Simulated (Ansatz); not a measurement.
## Ca3Hg and its free atoms: a cohesive energy from free atoms, step by step

Computed with the Python package of Ansatz (0.2.0).

Input file `ca3hg_ca3hg.vasp`:
```text
Ca3Hg
1.0
   5.10018500    0.00000000    0.00000000
   0.00000000    5.10018500    0.00000000
   0.00000000    0.00000000    5.10018500
Ca Hg
3 1
Direct
   0.50000000    0.00000000    0.00000000
   0.00000000    0.00000000    0.50000000
   0.00000000    0.50000000    0.00000000
   0.50000000    0.50000000    0.50000000
```

Notebook, run cell by cell (the value of a cell's last expression is shown):

**Cell 1**
```python
from collections import Counter
import warnings

import ansatz as az
from ase.io import read
```

**Cell 2**
```python
def counts(outcome):
    return Counter(site.symbol for site in outcome.lattice.sites)
```

**Cell 3**
```python
UNPAIRED = {"Ca": 0, "Hg": 0}  # unpaired electrons of the free atoms
```

**Cell 4**
```python
def compute(name, crystal):
    calc = (
        crystal.calculation()
        .functional("r2scan")
        .scf(tolerance=1e-09)
        .basis(550)
        .kpoints(spacing=0.16)  # sampling of the Brillouin zone
        .occupations("fermi_dirac", width=0.02)  # smearing steadies the SCF of a metal
    )
    if name.endswith(" atom"):
        calc = calc.kpoints(1, 1, 1).occupations("fermi_dirac", width=0.01)
        if UNPAIRED[name.split()[0]]:
            calc = calc.spin("collinear")
        return calc.run(threads=1, backend="cpu")
    calc = calc.relax(force_tolerance=0.01, cell=True)
    return calc.run(threads=1, backend="cpu")

warnings.simplefilter("ignore", az.DeckWarning)
```

**Cell 5**
```python
phases = {}
atoms = read("ca3hg_ca3hg.vasp", format="vasp")
ca3hg = az.Crystal.from_ase(atoms)
phases["Ca3Hg"] = ca3hg
# free atoms: a low-symmetry box, moments by the rule of Hund
for element, moment in UNPAIRED.items():
    phases[f"{element} atom"] = az.Lattice.orthorhombic(9.0, 9.5, 10.0).atom(element, (0.5, 0.5, 0.5), moment=moment or None)
```

**Cell 6**
```python
done = {name: compute(name, crystal) for name, crystal in phases.items()}
```

**Cell 7**
```python
for element in UNPAIRED:
    atom = done[f"{element} atom"].report
    print(f"{element} atom: {atom['energy_sigma0_ev']:.4f} eV, moment {atom['magnetization_mub']:.2f} muB")
solid = done["Ca3Hg"]
n = counts(solid)
binding = (sum(k * done[f"{e} atom"].report["energy_sigma0_ev"] for e, k in n.items()) - solid.report["energy_sigma0_ev"]) / sum(n.values())
print(f"cohesive energy {binding:.3f} eV/atom = {96.4853 * binding:.0f} kJ/mol of atoms (no zero-point energy)")
```
Output:
```text
Ca atom: -1819.6634 eV, moment 0.00 muB
Hg atom: -13827.3611 eV, moment 0.00 muB
cohesive energy 1.817 eV/atom = 175 kJ/mol of atoms (no zero-point energy)
```

What to keep in mind:
- Total energies depend on the potentials; only differences at equal settings carry meaning.
- The magnetic order follows from the starting moments and needn't be the lowest.
- For the metals among these phases the mesh is modest: differences between phases can be off by up to 40 meV an atom.
- The program warned that this SCF threshold is loose for forces or stresses.
- Spin-orbit coupling, which matters for elements this heavy, is left out.
- r2SCAN tends to overestimate the moments of itinerant magnets.
- The cells come from databases of deposited and of computed structures, and not all need be stable phases.
- Free atoms in a box carry small image and symmetry errors, and spin-orbit coupling is left out.
- The script silences the warnings on its input, which a real study should read.
- Finished in 120 s on 1 thread of Arm Neoverse V1, with other jobs on the host, peak memory 1.9 GiB.
